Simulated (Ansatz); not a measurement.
**Si₂H₆O₃: up Jacob's ladder to CCSD(T)**

Aim: compute Si₂H₆O₃ with functionals from several rungs and with coupled cluster. The yardstick is the atomisation energy at the CCSD(T) limit.

Program: Ansatz 0.2.0, Gaussian basis. Level of theory: functionals in def2-TZVPP, the program's frozen cores in correlated methods. These are calculated values, not measurements.

Levels to be run: PBE-D4, r2SCAN-D4, PBE0-D4, B3LYP-D4, ωB97X-V, ωB97M-V, B2PLYP; CCSD(T)/def2-TZVPP; MP2/def2-QZVPP; extrapolation to the limit.

## 1. Structure used throughout

An earlier PBE0-D4 in a triple-zeta def2 set relaxation fixed the geometry.

SMILES `O[SiH2][SiH](O)O`, 11 atoms, charge 0, spin multiplicity 1.

Atoms are counted from 1 here; the program's logs count them from 0.

Bond lengths: O1–Si2 1.669 Å, O1–H6 0.958 Å, Si2–Si3 2.359 Å, Si2–H7 1.493 Å, Si2–H8 1.492 Å, Si3–O4 1.646 Å, Si3–O5 1.643 Å, Si3–H9 1.480 Å, O4–H10 0.962 Å, O5–H11 0.958 Å. Angles: Si2–O1–H6 118.7°, O1–Si2–Si3 99.8°, O1–Si2–H7 110.4°, O1–Si2–H8 110.7°, Si3–Si2–H7 114.4°, Si3–Si2–H8 114.9°, H7–Si2–H8 106.6°, Si2–Si3–O4 102.5°, Si2–Si3–O5 113.5°, Si2–Si3–H9 115.3°, O4–Si3–O5 112.8°, O4–Si3–H9 109.8°, O5–Si3–H9 103.2°, Si3–O4–H10 114.4°, Si3–O5–H11 118.0°.

Coordinates:

```xyz
11
H6O3Si2
O    -1.5200   -0.1603   -1.2079
Si   -1.2011   -0.1424    0.4301
Si    1.0726    0.4864    0.3899
O     1.3190    0.8295   -1.2004
O     2.0836   -0.6790    0.9554
H    -2.4084   -0.3671   -1.5012
H    -1.4597   -1.4878    1.0245
H    -2.1047    0.8152    1.1325
H     1.4181    1.6644    1.2163
H     0.5770    0.6113   -1.7734
H     2.0489   -1.5431    0.5424
```

## 2. PBE-D4 (GGA)

Contents of in.yaml:

```yaml
crystal:
  periodic: [false, false, false]
  atoms:
    - {symbol: O, position_ang: [-1.520010, -0.160349, -1.207925]}
    - {symbol: Si, position_ang: [-1.201128, -0.142421, 0.430073]}
    - {symbol: Si, position_ang: [1.072593, 0.486382, 0.389939]}
    - {symbol: O, position_ang: [1.319000, 0.829485, -1.200438]}
    - {symbol: O, position_ang: [2.083618, -0.679019, 0.955366]}
    - {symbol: H, position_ang: [-2.408444, -0.367134, -1.501205]}
    - {symbol: H, position_ang: [-1.459668, -1.487751, 1.024491]}
    - {symbol: H, position_ang: [-2.104711, 0.815158, 1.132487]}
    - {symbol: H, position_ang: [1.418121, 1.664353, 1.216255]}
    - {symbol: H, position_ang: [0.577018, 0.611320, -1.773357]}
    - {symbol: H, position_ang: [2.048911, -1.543124, 0.542416]}
basis:
  gaussian: {orbitals: def2-TZVPP}
hamiltonian: {xc: pbe, dispersion: d4}
output: {forces: true, orbitals: {seedname: orbitals}}
```

Run with:

```console
> ansatz run in.yaml --threads 4 --pin off --events-out ev --progress --plain --max-ram 10444MiB
```

After this run come: r2SCAN-D4 (meta-GGA); PBE0-D4 (hybrid); B3LYP-D4 (hybrid); ωB97X-V (range-separated); ωB97M-V (range-separated); B2PLYP (double hybrid); CCSD(T) in def2-TZVPP; MP2 in def2-QZVPP.

**Question.** What will the summary of the whole plan be? Wanted: atomisation energy, CCSD(T)/CBS; farthest; mean size of error, hybrid; mean size of error, range-separated; gap, smallest and largest; T1 diagnostic; triples share of the correlation energy.

As calculated:

| quantity | value |
| --- | --- |
| atomisation energy, CCSD(T)/CBS | 4000.1 kJ/mol |
| functionals within 20.0 kJ/mol (0.5 %) | PBE-D4, ωB97X-V |
| farthest | PBE0-D4 (-90.4 kJ/mol) |
| mean size of error, hybrid | 69.8 kJ/mol |
| mean size of error, range-separated | 16.1 kJ/mol |
| gap, smallest and largest | 4.92 eV (PBE-D4), 11.34 eV (ωB97X-V) |
| T1 diagnostic | 0.0125 |
| triples share of the correlation energy | 3.4 % |

What this shows: PBE-D4 misses by -9.6 kJ/mol. Double hybrids carry the basis error of their MP2 part in triple zeta, and no dispersion term here, so their miss is partly the set-up's. Misses under about 20.0 kJ/mol are within the doubt on the reference itself, which lacks core-valence correlation, relativity and higher excitations. Hartree-Fock recovers 71 % of the binding; the rest is correlation. Orbital gaps span 4.9 to 11.3 eV; exact exchange widens them.
